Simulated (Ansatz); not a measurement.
Here is an Ansatz input file for C₃H₇BF₂, SMILES CC(BF)CF. Write the same calculation for the Python package.

```yaml
crystal:
  periodic: [false, false, false]
  atoms:
    - { symbol: C, position_ang: [-0.9253, -0.7594, 0.7414] }
    - { symbol: C, position_ang: [-0.1695, -0.061, -0.3942] }
    - { symbol: B, position_ang: [-0.4692, 1.5111, -0.375] }
    - { symbol: F, position_ang: [-0.0988, 2.3116, 0.7701] }
    - { symbol: C, position_ang: [1.3393, -0.318, -0.2964] }
    - { symbol: F, position_ang: [1.6023, -1.6705, -0.4253] }
    - { symbol: H, position_ang: [-0.5803, -0.3926, 1.7328] }
    - { symbol: H, position_ang: [-2.0178, -0.5756, 0.6494] }
    - { symbol: H, position_ang: [-0.7608, -1.8567, 0.6922] }
    - { symbol: H, position_ang: [-0.5356, -0.4643, -1.3633] }
    - { symbol: H, position_ang: [-0.9945, 2.0233, -1.3009] }
    - { symbol: H, position_ang: [1.8736, 0.2174, -1.111] }
    - { symbol: H, position_ang: [1.7368, 0.0347, 0.6803] }
basis:
  gaussian: { orbitals: cc-pVDZ }
hamiltonian:
  xc: cam_b3lyp
output:
  forces: true
```

Launched from the shell:
```console
$ ansatz run input.yaml --threads 1 --pin off --max-ram 4096MiB --backend cpu --events-out ev --progress --plain --runs-dir out
Engine: ansatz 0.2.0, aarch64-unknown-linux-gnu
Functional definition: CAM-B3LYP
  parameter alpha = 0.19
  parameter beta = 0.46
  parameter omega = 0.33/bohr
  parameter ac = 0.81
  exchange = (1 - alpha - beta)*b88_x + beta*b88_x_sr(omega) + alpha*exact_x + beta*exact_x_lr(omega)
  correlation = (1 - ac)*vwn5_c + ac*lyp_c
1081 factors; integrals over basis functions are off by at most 1.3e-3 eV
391 factors; integrals over basis functions are off by at most 1.0e-5 eV
mean field evaluation 1: about -9328.3358 eV, gradient 4.5e1 eV
mean field evaluation 2: about -9328.6288 eV, gradient 4.6e1 eV
mean field evaluation 4: about -9332.5795 eV, gradient 2.5e0 eV
mean field evaluation 8: about -9332.8001 eV, gradient 1.3e-1 eV
mean field evaluation 16: about -9332.8002 eV, gradient 5.6e-5 eV
mean field -9332.80016808 eV, -342.9740801776 hartree, gradient 1.7e-5 eV, S^2 0.000000; 0 other end points of the search recorded, 0 dependent functions left out
the calculation of the forces begins
reference -9332.80028054 eV, -342.9740843105 hartree; 24, 24 occupied and 95, 95 virtual orbitals, 1081 factors
Total energy: -9332.80028054 eV, -342.9740843105 hartree
Atom 0 at    -0.925300    -0.759400     0.741400 Å, force    -0.240503    -0.223442     0.199351 eV/Å
Atom 1 at    -0.169500    -0.061000    -0.394200 Å, force     0.271322     0.727564     0.206019 eV/Å
Atom 2 at    -0.469200     1.511100    -0.375000 Å, force     1.128449     0.412479     2.530466 eV/Å
Atom 3 at    -0.098800     2.311600     0.770100 Å, force    -0.882399    -1.943551    -2.759466 eV/Å
Atom 4 at     1.339300    -0.318000    -0.296400 Å, force    -0.244771     0.441923    -0.156617 eV/Å
Atom 5 at     1.602300    -1.670500    -0.425300 Å, force     0.014085    -0.035797     0.062341 eV/Å
Atom 6 at    -0.580300    -0.392600     1.732800 Å, force    -0.186175    -0.135023    -0.305951 eV/Å
Atom 7 at    -2.017800    -0.575600     0.649400 Å, force     0.323781    -0.100361     0.168945 eV/Å
Atom 8 at    -0.760800    -1.856700     0.692200 Å, force    -0.018818     0.370981     0.059654 eV/Å
Atom 9 at    -0.535600    -0.464300    -1.363300 Å, force     0.216734     0.152374     0.209713 eV/Å
Atom 10 at    -0.994500     2.023300    -1.300900 Å, force    -0.260934     0.699946    -0.166869 eV/Å
Atom 11 at     1.873600     0.217400    -1.111000 Å, force    -0.017599    -0.206498     0.206414 eV/Å
Atom 12 at     1.736800     0.034700     0.680300 Å, force    -0.103172    -0.160594    -0.254001 eV/Å
Dipole moment:    -0.150146     0.077191    -0.143359 e Å
```

The script, `c3h7bf2.py`:
```python
"""Single point of C3H7BF2 in a Gaussian basis."""

import json
import warnings

import ansatz as az
from ase import Atoms
import numpy as np


def main() -> None:
    warnings.simplefilter("ignore", az.DeckWarning)

    atoms = Atoms(["C", "C", "B", "F", "C", "F", "H", "H", "H", "H", "H", "H", "H"], positions=[
        (-0.9253, -0.7594, 0.7414),
        (-0.1695, -0.061, -0.3942),
        (-0.4692, 1.5111, -0.375),
        (-0.0988, 2.3116, 0.7701),
        (1.3393, -0.318, -0.2964),
        (1.6023, -1.6705, -0.4253),
        (-0.5803, -0.3926, 1.7328),
        (-2.0178, -0.5756, 0.6494),
        (-0.7608, -1.8567, 0.6922),
        (-0.5356, -0.4643, -1.3633),
        (-0.9945, 2.0233, -1.3009),
        (1.8736, 0.2174, -1.111),
        (1.7368, 0.0347, 0.6803),
    ])
    system = az.Crystal.molecule_from_ase(atoms)

    calc = system.calculation().basis(gaussian="cc-pVDZ").functional("CAM-B3LYP").forces()
    res = calc.run(threads=1, pin="off")
    data = res.report

    for key in ("converged", "free_energy_ev", "reference_energy_ev", "n_frozen", "n_occupied", "n_virtual"):
        print(f"{key:22s} {data[key]}")

    symbols = [site.symbol for site in system.cartesian_sites]
    print("forces (eV/A)")
    for symbol, f in zip(symbols, data["forces_ev_ang"]):
        print(f"  {symbol:2s} {f[0]:9.4f} {f[1]:9.4f} {f[2]:9.4f}")

    charges = data["charge_distribution"]
    print("dipole moment", round(4.803205 * float(np.linalg.norm(charges["dipole_moment_e_ang"])), 3), "D")
    print("Mulliken:", [(s, round(q, 3)) for s, q in zip(symbols, charges["mulliken_charges_e"])])
    with open("c3h7bf2.json", "w") as handle:
        json.dump({k: data[k] for k in ("free_energy_ev", "reference_energy_ev", "n_occupied", "n_virtual")}, handle, indent=1)


if __name__ == "__main__":
    main()
```

```console
$ python c3h7bf2.py
converged              True
free_energy_ev         -9332.800280535761
reference_energy_ev    -9332.800280535761
n_frozen               0
n_occupied             [24, 24]
n_virtual              [95, 95]
forces (eV/A)
  C    -0.2405   -0.2234    0.1994
  C     0.2713    0.7276    0.2060
  B     1.1284    0.4125    2.5305
  F    -0.8824   -1.9436   -2.7595
  C    -0.2448    0.4419   -0.1566
  F     0.0141   -0.0358    0.0623
  H    -0.1862   -0.1350   -0.3060
  H     0.3238   -0.1004    0.1689
  H    -0.0188    0.3710    0.0597
  H     0.2167    0.1524    0.2097
  H    -0.2609    0.6999   -0.1669
  H    -0.0176   -0.2065    0.2064
  H    -0.1032   -0.1606   -0.2540
dipole moment 1.064 D
Mulliken: [('C', -0.031), ('C', -0.127), ('B', 0.249), ('F', -0.18), ('C', 0.231), ('F', -0.239), ('H', 0.038), ('H', 0.028), ('H', 0.039), ('H', 0.009), ('H', -0.064), ('H', 0.019), ('H', 0.027)]
```

Notes:
- Total energies depend on the basis set; only differences at equal settings carry meaning.
- The geometry is a force-field or estimated start, not a minimum of this method, and the basis set is short of its limit.
- Finished in 8.2 s on 1 thread of Arm Neoverse V1, with other jobs on the host, peak memory 0.35 GiB.

(Lines on the test bed's own set-up are left out of the output.)
